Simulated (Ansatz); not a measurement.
**One shape, several levels: SnHCl3O (SMILES [OH][Sn]([Cl])([Cl])[Cl])**

Aim: a comparison of 6 runs (HF/STO-3G, B3LYP/def2-SVP, BHLYP/def2-SVP, PBE/def2-SVP, PBE0/def2-SVP, SVWN5/def2-SVP) of SnHCl3O. 

Program for the calculation: Ansatz 0.2.0.

80 further runs of the same task are left out: 6 that didn't finish, 74 set aside as unsound or not needed.

## 1. The system as given

SnHCl3O has 6 atoms, charge 0, and is taken as a singlet. As SMILES, `[OH][Sn]([Cl])([Cl])[Cl]`. The Sn2–Cl4 distance was set to 2.984 Å, away from the relaxed value.

Bond lengths: O1–Sn2 1.932 Å, Sn2–Cl3 2.281 Å, Sn2–Cl5 2.296 Å, O1–H6 0.962 Å. Angles: O1–Sn2–Cl3 106.3°, O1–Sn2–Cl5 110.6°, Cl3–Sn2–Cl5 110.6°, Sn2–O1–H6 113.2°.

## 2. A single-point energy at HF/STO-3G (run 1)

Input file in.yaml:

```yaml
crystal:
  periodic: [false, false, false]
  atoms:
    - symbol: O
      position_ang: [-0.246110, 0.840590, 1.762480]
    - symbol: Sn
      position_ang: [0.680090, 0.162090, 0.208980]
    - symbol: Cl
      position_ang: [2.359390, -1.166610, 0.994180]
    - symbol: Cl
      position_ang: [-1.175400, -1.411300, -1.519500]
    - symbol: Cl
      position_ang: [1.533190, 1.888990, -1.040320]
    - symbol: H
      position_ang: [-0.967910, 1.437590, 1.542480]
basis:
  gaussian:
    orbitals: STO-3G
hamiltonian:
  xc: hf
accuracy: high
output:
  orbitals: {seedname: orbitals}
```

Launch:

```bash
$ ansatz run in.yaml --threads 1 --pin off --max-ram 3480MiB --events-out events.jsonl --progress --plain --runs-dir runs
```

The program printed:

```text
Warning: RAYON_NUM_THREADS=1 ignored (pool sized by the plan → 1); use --threads N
Functional definition: HF
  name "HF"
  exchange = exact_x
  correlation = 0
1175 factors; integrals over basis functions are off by at most 2.7e-8 eV
mean field evaluation 1: about -201403.9766 eV, gradient 2.5e1 eV
mean field evaluation 2: about -201404.0472 eV, gradient 2.5e1 eV
mean field evaluation 4: about -201408.0812 eV, gradient 1.8e0 eV
mean field evaluation 8: about -201408.0919 eV, gradient 1.9e-4 eV
mean field -201408.09186057 eV, -7401.6108565679 hartree, gradient 2.6e-8 eV, S^2 0.000000; 0 other end points of the search recorded, 0 dependent functions left out
reference -201408.09186057 eV, -7401.6108565679 hartree; 55, 55 occupied and 5, 5 virtual orbitals, 1175 factors
Total energy: -201408.09186057 eV, -7401.6108565679 hartree
```

Wall time 2.1 s (1 thread of Arm Neoverse V1, shared host); peak memory 0.18 GiB.

## 3. A single-point energy at B3LYP/def2-SVP (core potential) (run 2)

Input file job.yaml:

```yaml
crystal:
  periodic: [false, false, false]
  atoms:
    - {symbol: O, position_ang: [-0.246110, 0.840590, 1.762480]}
    - {symbol: Sn, position_ang: [0.680090, 0.162090, 0.208980]}
    - {symbol: Cl, position_ang: [2.359390, -1.166610, 0.994180]}
    - {symbol: Cl, position_ang: [-1.175400, -1.411300, -1.519500]}
    - {symbol: Cl, position_ang: [1.533190, 1.888990, -1.040320]}
    - {symbol: H, position_ang: [-0.967910, 1.437590, 1.542480]}
basis:
  gaussian:
    orbitals: def2-SVP
output: {orbitals: {seedname: orbitals}}
hamiltonian:
  xc: {name: B3LYP}
accuracy: high
```

Launch:

```bash
$ ansatz run job.yaml --threads 1 --pin off --max-ram 3480MiB --events-out events.jsonl --progress --plain --runs-dir runs
```

The program printed:

```text
Warning: RAYON_NUM_THREADS=1 ignored (pool sized by the plan → 1); use --threads N
Functional definition: B3LYP
  name "B3LYP"
  parameter a0 = 0.2
  parameter ax = 0.72
  parameter ac = 0.81
  exchange = (1 - a0 - ax)*slater_x + ax*b88_x + a0*exact_x
  correlation = (1 - ac)*vwn_rpa_c + ac*lyp_c
2047 factors; integrals over basis functions are off by at most 6.7e-9 eV
mean field evaluation 1: about -45447.5870 eV, gradient 5.7e1 eV
mean field evaluation 2: about -45407.9896 eV, gradient 1.4e2 eV
mean field evaluation 4: about -45453.7131 eV, gradient 1.6e1 eV
mean field evaluation 8: about -45454.6340 eV, gradient 1.1e0 eV
mean field evaluation 16: about -45454.6385 eV, gradient 3.7e-4 eV
mean field -45454.63853290 eV, -1670.4271558234 hartree, gradient 6.1e-8 eV, S^2 0.000000; 0 other end points of the search recorded, 0 dependent functions left out
reference -45454.63857342 eV, -1670.4271573127 hartree; 41, 41 occupied and 58, 58 virtual orbitals, 2047 factors
Total energy: -45454.63857342 eV, -1670.4271573127 hartree
```

Wall time 14 s (1 thread of Arm Neoverse V1, shared host); peak memory 0.41 GiB.

Runs 3 to 5 aren't shown in full; the table further down has their settings and results.

## 4. The energy at SVWN5/def2-SVP (core potential) (run 6)

Input file input.yaml:

```yaml
crystal:
  periodic: [false, false, false]
  atoms:
    - symbol: O
      position_ang: [-0.246110, 0.840590, 1.762480]
    - symbol: Sn
      position_ang: [0.680090, 0.162090, 0.208980]
    - symbol: Cl
      position_ang: [2.359390, -1.166610, 0.994180]
    - symbol: Cl
      position_ang: [-1.175400, -1.411300, -1.519500]
    - symbol: Cl
      position_ang: [1.533190, 1.888990, -1.040320]
    - symbol: H
      position_ang: [-0.967910, 1.437590, 1.542480]
basis:
  gaussian:
    orbitals: def2-SVP
hamiltonian:
  xc: {name: SVWN5}
accuracy: high
output:
  orbitals: {seedname: orbitals}
```

Launch:

```bash
$ ansatz run input.yaml --threads 1 --pin off --max-ram 3480MiB --events-out events.jsonl --progress --plain --runs-dir runs
```

The program printed:

```text
Warning: RAYON_NUM_THREADS=1 ignored (pool sized by the plan → 1); use --threads N
Functional definition: SVWN5
  name "SVWN5"
  exchange = slater_x
  correlation = vwn5_c
2047 factors; integrals over basis functions are off by at most 6.7e-9 eV
mean field evaluation 1: about -45299.5922 eV, gradient 6.0e1 eV
mean field evaluation 2: about -45190.9073 eV, gradient 1.9e2 eV
mean field evaluation 4: about -45303.5790 eV, gradient 3.1e1 eV
mean field evaluation 8: about -45307.0062 eV, gradient 5.8e-1 eV
mean field evaluation 16: about -45307.0096 eV, gradient 5.2e-4 eV
mean field -45307.00960779 eV, -1665.0018928922 hartree, gradient 3.9e-8 eV, S^2 0.000000; 0 other end points of the search recorded, 0 dependent functions left out
reference -45307.00961125 eV, -1665.0018930192 hartree; 41, 41 occupied and 58, 58 virtual orbitals, 2047 factors
Total energy: -45307.00961125 eV, -1665.0018930192 hartree
```

Run time: 6 s. Hardware: 1 thread of Arm Neoverse V1, shared host; peak memory 0.25 GiB.

## 5. All runs side by side

| run | level | core potential | energy (Eh) | HOMO energy (eV) | LUMO energy (eV) | HOMO–LUMO gap (eV) | wall time |
| --- | --- | --- | --- | --- | --- | --- | --- |
| 1 | HF/STO-3G | none | -7401.610857 | -9.17 | 1.76 | 10.93 | 2.1 s |
| 2 | B3LYP/def2-SVP (core potential) | def2-SVP | -1670.427157 | -7.79 | -4.62 | 3.17 | 14 s |
| 3 | BHLYP/def2-SVP (core potential) | def2-SVP | -1670.201656 | -9.42 | -3.65 | 5.77 | 15 s |
| 4 | PBE/def2-SVP (core potential) | def2-SVP | -1669.676153 | -6.64 | -5.09 | 1.55 | 9.3 s |
| 5 | PBE0/def2-SVP (core potential) | def2-SVP | -1669.789285 | -8.15 | -4.50 | 3.66 | 14 s |
| 6 | SVWN5/def2-SVP (core potential) | def2-SVP | -1665.001893 | -6.74 | -5.30 | 1.44 | 6 s |

## 6. Results

| quantity | value |
| --- | --- |
| run 6: total energy | -1665.00189 Eh |
| run 6: HOMO energy | -6.74 eV |
| run 6: LUMO energy | -5.30 eV |
| run 6: HOMO–LUMO gap | 1.44 eV |

What this shows: The HOMO–LUMO gap runs from 1.44 eV (SVWN5/def2-SVP) to 10.93 eV (HF/STO-3G). The two ends differ in method and basis and core potential. Totals of different functionals can't be ranked against each other. Some runs of one species differ in core potentials or relativity; totals across that change don't compare. In run 1 the basis is minimal, so the values are rough. In run 1 relativity is left out where basis or elements ask for it. All runs together took 59 s, the longest 15 s.
